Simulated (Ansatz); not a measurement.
# BH3SeSn: how energies converge with the basis set

The task here is to estimate one member of a computed series from the others.

Method: one geometry, several basis sets; program: Ansatz 0.2.0, Gaussian basis.

The runs, in order: PBE0-D4/def2-SVP; ωB97M-V/def2-SVP; PBE0-D4/def2-QZVPP; ωB97M-V/def2-QZVPP; the functionals' def2-TZVPP values are taken from earlier runs.

1 further run of the same task is left out (for a known fault of the program).

### The relaxed structure

All runs share one geometry, relaxed beforehand with PBE0-D4 in a triple-zeta def2 set. Sn takes the def2 core potential; no spin-orbit term is included.

SMILES `[BH]1[Se][SnH2]1`, 6 atoms, charge 0, spin multiplicity 1.

Atoms are counted from 1 here; the program's logs count them from 0.

Bond lengths: B1–Se2 1.867 Å, B1–Sn3 2.205 Å, B1–H4 1.185 Å, Se2–Sn3 2.670 Å, Sn3–H5 1.706 Å, Sn3–H6 1.706 Å. Angles: Se2–B1–Sn3 81.5°, Se2–B1–H4 137.6°, Sn3–B1–H4 140.9°, B1–Se2–Sn3 54.7°, B1–Sn3–Se2 43.7°, B1–Sn3–H5 123.6°, B1–Sn3–H6 123.6°, Se2–Sn3–H5 106.4°, Se2–Sn3–H6 106.4°, H5–Sn3–H6 109.2°.

As a file:

```mol
BH3SeSn
  3D, bonds by distance, orders not assigned

  6  6  0  0  0  0  0  0  0  0999 V2000
   -0.7939   -1.0289   -0.3483 B   0  0
    0.8423   -1.6652    0.2862 Se  0  0
    0.1667    0.9095    0.0764 Sn  0  0
   -1.8083   -1.4815   -0.7607 H   0  0
    1.3300    1.6302   -0.9417 H   0  0
    0.3052    1.5721    1.6419 H   0  0
  1  2  8  0
  2  3  8  0
  1  4  8  0
  3  5  8  0
  3  6  8  0
  1  3  8  0
M  END
```

The first run:

Input file in.yaml:

```yaml
crystal:
  periodic: [false, false, false]
  atoms:
    - {symbol: B, position_ang: [-0.793936, -1.028945, -0.348317]}
    - {symbol: Se, position_ang: [0.842323, -1.665231, 0.286222]}
    - {symbol: Sn, position_ang: [0.166702, 0.909463, 0.076359]}
    - {symbol: H, position_ang: [-1.808310, -1.481519, -0.760739]}
    - {symbol: H, position_ang: [1.329998, 1.630189, -0.941704]}
    - {symbol: H, position_ang: [0.305222, 1.572143, 1.641880]}
basis:
  gaussian: {orbitals: def2-SVP}
hamiltonian: {xc: pbe0, dispersion: d4}
output: {orbitals: {seedname: orbitals}}
```

On the command line:

```bash
$ ansatz run in.yaml --threads 2 --pin off --events-out ev --progress --plain --max-ram 4352MiB
```

Among the steps run: PBE0-D4 in def2-SVP; ωB97M-V in def2-SVP; PBE0-D4 in def2-QZVPP; ωB97M-V in def2-QZVPP.

One of the session's tables, all rows but one given; the rest of the session is left out.

It belongs to the step «Density functionals: the series». 

```
functional       basis  HOMO (eV)  LUMO (eV)
   PBE0-D4    def2-SVP      -6.72      -1.79
   PBE0-D4  def2-TZVPP      -6.74      -1.88
   PBE0-D4  def2-QZVPP          ?          ?
   ωB97M-V    def2-SVP      -8.57       0.21
   ωB97M-V  def2-TZVPP      -8.63      -0.02
   ωB97M-V  def2-QZVPP      -8.64      -0.10
```

Q: Estimate the row for PBE0-D4, def2-QZVPP from the others.

As computed: HOMO (eV): -6.75; LUMO (eV): -1.91. In the column «HOMO (eV)» it lies between ωB97M-V, def2-SVP (-8.57) and PBE0-D4, def2-TZVPP (-6.74).
